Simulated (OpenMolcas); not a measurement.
# Ru⁵⁺ among point charges: CASSCF and CASPT2 levels and susceptibility

Aim: the splitting of the states of Ru⁵⁺ in the field of 6 point charges, its lowest levels with spin-orbit coupling and its magnetic susceptibility.

Method: state-averaged CASSCF and CASPT2, spin-orbit coupling by RASSI with atomic mean-field integrals. Code: OpenMolcas 26.06.

## Step 1: The atom as given

| Property | Result |
| --- | --- |
| Species | Ru⁵⁺ (ruthenium, Z = 44, 39 electrons) |
| Basis | ANO-RCC-VDZP [6s5p3d1f], 43 functions |
| Scalar Hamiltonian | DKH2, point nucleus |
| Inactive shells | 1s 2s 2p 3s 3p 3d 4s 4p |
| Active space | 3 electrons in 5 orbitals (4d) |
| Some configurations of this space | 4d3 |
| Orbitals | optimised for each spin and parity, averaged over all roots |

Outer shells as boxes (Hund's rule):

4d3
```
4d [↑ ][↑ ][↑ ][  ][  ]
```

The ion sits among 6 point charges of -1.7 e arranged as an octahedron (Oh), 1.95 Å from the ion.

The work runs as a chain of OpenMolcas steps in one folder; each step below is one input file. Labels, J, g values, rates, χT and fits are worked out afterwards by a script from the matrices that RASSI stores. The input lists half of the charges; inversion (Group=XYZ) makes the rest.

## Step 2: GATEWAY and SEWARD: basis and integrals

Input file a.inp:

```
&GATEWAY
Coord
1

Ru 0.0 0.0 0.0
Basis=ANO-RCC-VDZP
Group=XYZ
NoMove
AngMom=0.0 0.0 0.0
AMFI
XField
3 Angstrom 0
1.950000 0.000000 0.000000 -1.700000
0.000000 1.950000 0.000000 -1.700000
0.000000 0.000000 1.950000 -1.700000
&SEWARD
```

The run is started by

```console
> OMP_NUM_THREADS=1 MOLCAS_MEM=1689 MOLCAS_PROJECT=a pymolcas a.inp > a.log
```

Standard output:

```text
Basis set label: RU.ANO-RCC...6S5P3D1F.

      Electronic valence basis set:
      ------------------
      Associated Effective Charge  44.000000 au
      Associated Actual Charge     44.000000 au
      Nuclear Model: Point charge

      Shell  nPrim  nBasis  Cartesian Spherical Contaminant
         s      21       6        X
         p      18       5        X
         d      13       3                 X
         f       6       1                 X
                  Relativistic Douglas-Kroll-Hess integrals:
                    - DKH order of Hamiltonian: 2
                    - DKH order of Properties : 0
                  Atomic mean-field integrals
```

## Step 3: CASSCF: quartets of even parity, 10 roots

Input file a.inp:

```
&RASSCF
FileOrb=start.orb
Symmetry=1
Spin=4
nActEl=3 0 0
Inactive=9 9
Ras2=5 0
CIRoot=10 10 1
SDav=10
CIMx=300
Iter=120 100
PrWF=0.3
OrbListing=Nothing
MaxOrb=0
>>> COPY $Project.JobIph JOB001
```

start.orb holds the contracted functions of the basis, ordered by shell, or the orbitals of the step before.

Standard output (excerpt; [...] marks lines left out):

```text
[...]
      Number of active orbitals                  5
[...]
      Spin quantum number                      1.5
[...]
      Active orbitals                            5   0
[...]
      Number of CSFs                            10
      Number of root(s) required                10
[...]
      Convergence after  7 iterations
[...]
      Natural orbitals and occupation numbers for root  1
      sym 1:   1.000000   1.000000   0.000000   1.000000   0.000000
      Natural orbitals and occupation numbers for root  2
      sym 1:   1.000000   0.005753   0.005753   0.994247   0.994247
      Natural orbitals and occupation numbers for root  3
      sym 1:   1.000000   0.994246   0.994246   0.005754   0.005754
::    RASSCF root number  1 Total energy:  -4535.61764378
::    RASSCF root number  2 Total energy:  -4535.58962547
::    RASSCF root number  3 Total energy:  -4535.58962547
[...]
::    RASSCF root number  7 Total energy:  -4535.56939901
::    RASSCF root number  8 Total energy:  -4535.51338055
::    RASSCF root number  9 Total energy:  -4535.51338055
::    RASSCF root number 10 Total energy:  -4535.51338055
```

## Step 4: Reference wave functions, doublets of even parity, 40 roots

Input file a.inp:

```
&RASSCF
FileOrb=start.orb
Symmetry=1
Spin=2
nActEl=3 0 0
Inactive=9 9
Ras2=5 0
CIRoot=40 40 1
SDav=40
CIMx=300
Iter=120 100
PrWF=0.3
OrbListing=Nothing
MaxOrb=0
>>> COPY $Project.JobIph JOB002
```

The run is started by

```console
> OMP_NUM_THREADS=1 MOLCAS_MEM=1689 MOLCAS_PROJECT=a pymolcas a.inp > a.log
```

Standard output (excerpt; [...] marks lines left out):

```text
[...]
      Number of active orbitals                  5
[...]
      Spin quantum number                      0.5
[...]
      Active orbitals                            5   0
[...]
      Number of CSFs                            40
      Number of root(s) required                40
[...]
      Convergence after  6 iterations
[...]
      Natural orbitals and occupation numbers for root  1
      sym 1:   0.987087   0.913386   0.076373   0.981184   0.041970
      Natural orbitals and occupation numbers for root  2
      sym 1:   0.934018   1.007719   0.041970   0.939921   0.076373
      Natural orbitals and occupation numbers for root  3
      sym 1:   0.973182   0.962029   0.106667   0.902302   0.055821
::    RASSCF root number  1 Total energy:  -4535.53392016
::    RASSCF root number  2 Total energy:  -4535.53392016
::    RASSCF root number  3 Total energy:  -4535.53028739
[...]
::    RASSCF root number 27 Total energy:  -4535.44714287
::    RASSCF root number 28 Total energy:  -4535.44714287
::    RASSCF root number 29 Total energy:  -4535.42549402
::    RASSCF root number 30 Total energy:  -4535.42258264
```

## Step 5: State interaction with spin-orbit coupling

Input file a.inp:

```
&RASSI
NrOfJobIphs=2 10 40
1 2 3 4 5 6 7 8 9 10
1 2 3 4 5 6 7 8 9 10 11 12 13 14 15 16 17 18 19 20 21 22 23 24 25 26 27
28 29 30 31 32 33 34 35 36 37 38 39 40
IphNames
JOB001
JOB002
EJob
SpinOrbit
DIPRint=1.0
SOCoupling=1000.0
Subsets=2
Property=9
'ANGMOM' 1 'ANGMOM' 2 'ANGMOM' 3 'MLTPL  1' 1 'MLTPL  1' 2 'MLTPL  1' 3
'AMFI' 1 'AMFI' 2 'AMFI' 3
SOProperty=3
'ANGMOM' 1 'ANGMOM' 2 'ANGMOM' 3
```

Standard output (excerpt; [...] marks lines left out):

```text
SPIN-FREE ENERGIES:
  (Shifted by EMIN (a.u.) =      -4535.6176437775)
 SF State       Relative EMIN(au)   Rel lowest level(eV)    D:o, cm**(-1)      L_eff
     1             0.0000000000        0.0000000000              0.0000         3.0
     2             0.0280183095        0.7624170420           6149.3082         3.0
     3             0.0280183095        0.7624170420           6149.3082         3.0
     4             0.0280183095        0.7624170420           6149.3082         3.0
     5             0.0482447664        1.3128069720          10588.5023         2.9
     6             0.0482447664        1.3128069720          10588.5023         2.9
     7             0.0482447664        1.3128069720          10588.5023         2.9
    11             0.0837236213        2.2782357958          18375.2109         4.0
    12             0.0837236213        2.2782357958          18375.2109         4.0
    13             0.0873563869        2.3770883861          19172.5108         4.1
[...]
Eigenvalues of complex Hamiltonian:
   -----------------------------------
  (Shifted by EMIN (a.u.) =      -4535.6176437775)
 SO State       Relative EMIN(au)   Rel lowest level(eV)    D:o, cm**(-1)     J-value
     1            -0.0036141667        0.0000000000              0.0000         2.3
     2            -0.0036141667        0.0000000000              0.0000         2.3
     3            -0.0036141667        0.0000000000              0.0000         2.3
     4            -0.0036141667        0.0000000000              0.0000         2.3
     5             0.0235046273        0.7379399779           5951.8873         2.1
     6             0.0235046273        0.7379399779           5951.8873         2.1
     7             0.0235046273        0.7379399772           5951.8873         2.3
     8             0.0235046273        0.7379399772           5951.8873         2.3
     9             0.0239657412        0.7504875263           6053.0901         2.4
    10             0.0239657412        0.7504875263           6053.0901         2.4
    11             0.0271909456        0.8382498090           6760.9407         2.6
[...]
```

Time for these steps: 9.9 s (1 thread of Arm Neoverse V1, shared host).

Spin-free states, with their symmetry labels:

```csv
state,degeneracy,E (cm-1),free-ion L (%)
4A2,1,0,F (100)
4T2,3,6149,F (100)
4T1,3,10589,F (96)
2E,2,18375,G (73)
2T1,3,19173,G (62)
2A1,1,22260,G (100)
4T1,3,22883,P (96)
2T2,3,23263,G (73)
2T2,3,25641,H (72)
2T1,3,26164,H (51)
2E,2,28202,H (53)
2T1,3,30232,P (51)
2T1,3,32233,H (80)
2T2,3,33396,D (66)
2E,2,37421,D (44)
2A2,1,42172,F (100)
2T2,3,42811,F (95)
2T1,3,45168,F (94)
2E,2,64527,D (99)
2T2,3,66305,D (96)
```

With spin-orbit coupling:

```tsv
E (cm-1)	Degeneracy	Label	2S+1	g
0.0	4	Γ8	4	
5952	4	Γ8	4	
6053	2	Γ7	4	1.95 1.95 1.95
6761	4	Γ8	4	
7052	2	Γ6	4	2.77 2.77 2.77
10295	2	Γ7	4	0.01 0.01 0.01
10929	4	Γ8	4	
12014	4	Γ8	4	
12712	2	Γ6	4	4.61 4.61 4.61
18609	4	Γ8	2	
19554	4	Γ8	2	
19607	2	Γ6	2	0.69 0.69 0.69
22224	2	Γ6	4	2.21 2.21 2.21
22294	4	Γ8	4	
23476	2	Γ7	2	1.59 1.59 1.59
23918	2	Γ6	2	3.57 3.57 3.57
23997	4	Γ8	2	
24118	4	Γ8	4	
24184	2	Γ7	4	2.13 2.13 2.13
26042	2	Γ6	2	1.09 1.09 1.09
26439	4	Γ8	2	
27168	2	Γ7	2	3.31 3.31 3.31
28113	4	Γ8	2	
29534	4	Γ8	2
```

Principal g values are given for doublets only; a zero marks a field direction without first-order Zeeman splitting.

Powder χT (cm³ K/mol): 0.86 at 2 K, 0.86 at 5 K, 0.86 at 10 K, 0.86 at 20 K, 0.87 at 50 K, 0.89 at 100 K, 0.90 at 150 K, 0.92 at 200 K, 0.93 at 250 K, 0.95 at 300 K.

A ligand-field fit to the states below 45000 cm-1 gives 10Dq = 6333 cm-1, B = 991 cm-1 and C = 4086 cm-1 (C/B = 4.12), with a deviation of 73 cm-1.

## Step 6: CASPT2: IPEA 0.25, imaginary shift 0.1 (closed shells correlated: 4s 4p)

Input file a.inp:

```
>>> COPY JOB001 $Project.JobIph
&CASPT2
Multistate=10 1 2 3 4 5 6 7 8 9 10
NoMult
Frozen=8 6
IPEA=0.25
Imaginary=0.1
MaxIter=60
WThr=0.0 0.3 0.05
PrWF=0.5
NoMix
>>> COPY JOB002 $Project.JobIph
&CASPT2
Multistate=40 1 2 3 4 5 6 7 8 9 10 11 12 13 14 15 16 17 18 19 20 21 22
23 24 25 26 27 28 29 30 31 32 33 34 35 36 37 38 39 40
NoMult
Frozen=8 6
IPEA=0.25
Imaginary=0.1
MaxIter=60
WThr=0.0 0.3 0.05
PrWF=0.5
NoMix
```

The run is started by

```console
> OMP_NUM_THREADS=1 MOLCAS_MEM=1689 MOLCAS_PROJECT=a pymolcas a.inp > a.log
```

Standard output:

```text
Orbital specifications:
      -----------------------

      Symmetry species                           1   2
                                                ag  au
      Frozen orbitals                            8   6
      Inactive orbitals                          1   3
      Active orbitals                            5   0
      Secondary orbitals                         7  13
      Deleted orbitals                           0   0
      Number of basis functions                 21  22
Type of calculation                        SS-CASPT2
      Fock operator                              state-specific
      IPEA shift                                 0.25
      Real shift                                 0.00
      Imaginary shift                            0.10
      The input orbitals will be transformed to quasi-canonical
Reference energy:       -4535.6176437775
      E2 (Non-variational):      -0.1953285745
      Shift correction:          -0.0000781298
      E2 (Variational):          -0.1954067044
      Total energy:           -4535.8130504819
      Residual norm:              0.0000008053
      Reference weight:           0.96337
      Contributions to the CASPT2 correlation energy
      Active & Virtual Only:         -0.0128091324
      One Inactive Excited:          -0.0898182179
      Two Inactive Excited:          -0.0927012242
Reference energy:       -4535.5896254680
      E2 (Non-variational):      -0.1954421121
      Shift correction:          -0.0000786829
      E2 (Variational):          -0.1955207950
      Total energy:           -4535.7851462630
      Residual norm:              0.0000008063
      Reference weight:           0.96324
      Contributions to the CASPT2 correlation energy
      Active & Virtual Only:         -0.0128657547
      One Inactive Excited:          -0.0900424506
      Two Inactive Excited:          -0.0925339067
::    CASPT2 Root  1     Total energy:  -4535.81305048
::    CASPT2 Root  2     Total energy:  -4535.78514626
::    CASPT2 Root  3     Total energy:  -4535.78514573
::    CASPT2 Root  4     Total energy:  -4535.78510812
::    CASPT2 Root  5     Total energy:  -4535.76740483
::    CASPT2 Root  6     Total energy:  -4535.76730524
::    CASPT2 Root  7     Total energy:  -4535.76776400
::    CASPT2 Root  8     Total energy:  -4535.72171688
::    CASPT2 Root  9     Total energy:  -4535.72171768
::    CASPT2 Root 10     Total energy:  -4535.72174364
Orbital specifications:
      -----------------------

      Symmetry species                           1   2
                                                ag  au
      Frozen orbitals                            8   6
      Inactive orbitals                          1   3
      Active orbitals                            5   0
      Secondary orbitals                         7  13
      Deleted orbitals                           0   0
      Number of basis functions                 21  22
Type of calculation                        SS-CASPT2
      Fock operator                              state-specific
      IPEA shift                                 0.25
      Real shift                                 0.00
      Imaginary shift                            0.10
      The input orbitals will be transformed to quasi-canonical
Reference energy:       -4535.5339201563
      E2 (Non-variational):      -0.2034089654
      Shift correction:          -0.0000879298
      E2 (Variational):          -0.2034968952
      Total energy:           -4535.7374170515
      Residual norm:              0.0000005327
      Reference weight:           0.96097
      Contributions to the CASPT2 correlation energy
      Active & Virtual Only:         -0.0149568731
      One Inactive Excited:          -0.0940198267
      Two Inactive Excited:          -0.0944322657
Reference energy:       -4535.5339201563
      E2 (Non-variational):      -0.2029833237
      Shift correction:          -0.0000874008
      E2 (Variational):          -0.2030707245
      Total energy:           -4535.7369908807
      Residual norm:              0.0000005347
      Reference weight:           0.96114
      Contributions to the CASPT2 correlation energy
      Active & Virtual Only:         -0.0149567303
      One Inactive Excited:          -0.0935956789
      Two Inactive Excited:          -0.0944309145
::    CASPT2 Root  1     Total energy:  -4535.73741705
::    CASPT2 Root  2     Total energy:  -4535.73699088
::    CASPT2 Root  3     Total energy:  -4535.73326984
::    CASPT2 Root  4     Total energy:  -4535.73331484
::    CASPT2 Root  5     Total energy:  -4535.73319570
::    CASPT2 Root  6     Total energy:  -4535.72106287
::    CASPT2 Root  7     Total energy:  -4535.71775617
::    CASPT2 Root  8     Total energy:  -4535.71780521
::    CASPT2 Root  9     Total energy:  -4535.71777707
::    CASPT2 Root 10     Total energy:  -4535.70474978
::    CASPT2 Root 11     Total energy:  -4535.70475885
::    CASPT2 Root 12     Total energy:  -4535.70468236
::    CASPT2 Root 13     Total energy:  -4535.70202880
::    CASPT2 Root 14     Total energy:  -4535.70273247
::    CASPT2 Root 15     Total energy:  -4535.70273347
::    CASPT2 Root 16     Total energy:  -4535.69572524
::    CASPT2 Root 17     Total energy:  -4535.69596978
::    CASPT2 Root 18     Total energy:  -4535.68627657
::    CASPT2 Root 19     Total energy:  -4535.68628779
::    CASPT2 Root 20     Total energy:  -4535.68627766
::    CASPT2 Root 21     Total energy:  -4535.67149270
::    CASPT2 Root 22     Total energy:  -4535.67141770
::    CASPT2 Root 23     Total energy:  -4535.67139246
::    CASPT2 Root 24     Total energy:  -4535.67170791
::    CASPT2 Root 25     Total energy:  -4535.67352626
::    CASPT2 Root 26     Total energy:  -4535.67316005
::    CASPT2 Root 27     Total energy:  -4535.64971176
::    CASPT2 Root 28     Total energy:  -4535.64968945
::    CASPT2 Root 29     Total energy:  -4535.64070571
::    CASPT2 Root 30     Total energy:  -4535.63783382
```

This run took 3.4 s in all on 1 thread of Arm Neoverse V1, shared host.

SS-CASPT2: lowest energy less the reference's lowest, -0.1954 hartree; reference weights 0.955 to 0.963.

States without spin-orbit coupling:

```csv
state,degeneracy,E (cm-1),free-ion L (%)
4A2,1,0,F (100)
4T2,3,6127,F (100)
4T1,3,9999,F (96)
2E,2,16646,G (73)
2T1,3,17512,G (62)
4T1,3,20043,P (96)
2A1,1,20189,G (100)
2T2,3,20910,G (73)
2T2,3,23774,H (72)
2T1,3,24263,H (51)
2E,2,25723,H (53)
2T1,3,27823,P (51)
2T2,3,30782,D (66)
2T1,3,31081,H (80)
2E,2,35851,D (44)
2A2,1,37825,F (100)
2T2,3,38501,F (95)
2T1,3,40968,F (94)
2E,2,57883,D (99)
2T2,3,60157,D (96)
```

With spin-orbit coupling:

```csv
E (cm-1),Degeneracy,Label,2S+1,g
0,4,Γ8,4,
5800,4,Γ8,4,
6020,2,Γ7,4,1.77 1.77 1.77
6710,4,Γ8,4,
7030,2,Γ6,4,2.79 2.79 2.79
9730,2,Γ7,4,0.17 0.17 0.17
10420,4,Γ8,4,
11420,4,Γ8,4,
12090,2,Γ6,4,4.61 4.61 4.61
16960,4,Γ8,2,
17780,4,Γ8,2,
17790,2,Γ6,2,0.35 0.35 0.35
19600,2,Γ6,4,1.88 1.88 1.88
19750,4,Γ8,4,
21070,2,Γ7,2,0.11 0.11 0.11
21270,4,Γ8,4,
21490,2,Γ7,4,0.70 0.70 0.70
21780,4,Γ8,2,
22000,2,Γ6,2,3.58 3.58 3.58
24130,2,Γ6,2,1.01 1.01 1.01
24630,4,Γ8,2,
25290,2,Γ7,2,3.26 3.26 3.26
26130,4,Γ8,2,
27120,4,Γ8,2,
```

Powder χT (cm³ K/mol): 0.85 at 2 K, 0.85 at 5 K, 0.85 at 10 K, 0.85 at 20 K, 0.86 at 50 K, 0.88 at 100 K, 0.89 at 150 K, 0.91 at 200 K, 0.92 at 250 K, 0.94 at 300 K.

## Step 7: The methods side by side

A. CASSCF
B. SS-CASPT2, IPEA 0.25, imaginary shift 0.1 (closed shells correlated: 4s 4p)

```csv
method,ground state,first state of that spin (cm-1),first gap with spin-orbit (cm-1),χT at 300 K
A,4A2,4T2 6149,5951.9,0.95
B,4A2,4T2 6127,5798.8,0.94
```

## Step 8: Outcome

```
                                            quantity                                                                        value
                                              method  SS-CASPT2, IPEA 0.25, imaginary shift 0.1 (closed shells correlated: 4s 4p)
                              spin-free ground state                                              4A2, 1-fold in its orbital part
first state of the same spin within the active space                                                             4T2 at 6130 cm⁻¹
                                        lowest level                                                                    4-fold Γ8
                                          next level                                                                  5798.8 cm⁻¹
                                         χT at 300 K                                                               0.94 cm³ K/mol
                           effective moment at 300 K                                                                      2.74 μB
```

Cost by method:

```csv
method,time of its own steps,time with the reference
A. CASSCF,9.9 s,9.9 s
"B. SS-CASPT2, IPEA 0.25, imaginary shift 0.1, +4s 4p",3.4 s,13 s
```

Times are of one thread on a shared host.

What this shows: The spin-free ground state (4A2) comes to 100 % from free-ion F terms and keeps the highest spin of the shell. χT at 300 K is 0.94, against 1.88 cm³ K/mol for the spin alone, so spin-orbit coupling lowers it. CASPT2 does not keep the components of a term degenerate, and the means are used. The field of point charges can differ much from that of real complexes. Point charges carry no covalency, so the field is a model and not that of real ligands.
